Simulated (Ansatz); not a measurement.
# C2H3Br: small, medium and large basis sets

One table from this session's results is given with a row withheld; the runs are named, their logs left out.

Computed with Ansatz 0.2.0, Gaussian basis. Level: one geometry, several basis sets.

Plan: PBE0-D4/def2-SVP; ωB97M-V/def2-SVP; PBE0-D4/def2-QZVPP; ωB97M-V/def2-QZVPP; the functionals' def2-TZVPP values are taken from earlier runs.

### The geometry

An earlier PBE0-D4 in a triple-zeta def2 set relaxation fixed the geometry.

SMILES `C=CBr`, 6 atoms, charge 0, spin multiplicity 1.

Atoms are counted from 1 here; the program's logs count them from 0.

Bond lengths: C1–C2 1.319 Å, C1–H4 1.083 Å, C1–H5 1.084 Å, C2–Br3 1.881 Å, C2–H6 1.082 Å. Angles: C2–C1–H4 122.5°, C2–C1–H5 119.4°, H4–C1–H5 118.1°, C1–C2–Br3 123.4°, C1–C2–H6 124.1°, Br3–C2–H6 112.6°.

Geometry (Å):

```xyz
6

C    -0.5435    0.1969   -0.4807
C     0.4253    0.0151    0.3953
Br    1.2090   -1.6600    0.7393
H    -0.9570   -0.6141   -1.0668
H    -0.9485    1.1919   -0.6272
H     0.8570    0.8061    0.9939
```

Set-up of the first run:

Input file in.yaml:

```yaml
crystal:
  periodic: [false, false, false]
  atoms:
    - {symbol: C, position_ang: [-0.543550, 0.196856, -0.480663]}
    - {symbol: C, position_ang: [0.425274, 0.015132, 0.395330]}
    - {symbol: Br, position_ang: [1.208965, -1.659951, 0.739329]}
    - {symbol: H, position_ang: [-0.957035, -0.614064, -1.066771]}
    - {symbol: H, position_ang: [-0.948532, 1.191902, -0.627193]}
    - {symbol: H, position_ang: [0.856979, 0.806124, 0.993868]}
basis:
  gaussian: {orbitals: def2-SVP}
hamiltonian: {xc: pbe0, dispersion: d4}
output: {orbitals: {seedname: orbitals}}
```

Run with:

```
> ansatz run in.yaml --threads 4 --pin off --events-out ev --progress --plain --max-ram 10444MiB
```

Steps of the session up to this table: PBE0-D4 in def2-SVP; ωB97M-V in def2-SVP; PBE0-D4 in def2-QZVPP; ωB97M-V in def2-QZVPP.

One table of the session follows, with a row left open; its other results are not shown here.

It belongs to the step «Functionals by basis». 

| functional | basis | HOMO (eV) | LUMO (eV) |
| --- | --- | --- | --- |
| PBE0-D4 | def2-SVP | -7.34 | -0.12 |
| PBE0-D4 | def2-TZVPP | ? | ? |
| PBE0-D4 | def2-QZVPP | -7.46 | -0.42 |
| ωB97M-V | def2-SVP | -9.49 | 2.15 |
| ωB97M-V | def2-TZVPP | -9.61 | 1.78 |
| ωB97M-V | def2-QZVPP | -9.63 | 1.63 |

**Question.** Estimate the row for PBE0-D4, def2-TZVPP.

**Answer.** HOMO (eV): -7.44; LUMO (eV): -0.36. In the column «HOMO (eV)» it lies between PBE0-D4, def2-QZVPP (-7.46) and PBE0-D4, def2-SVP (-7.34).
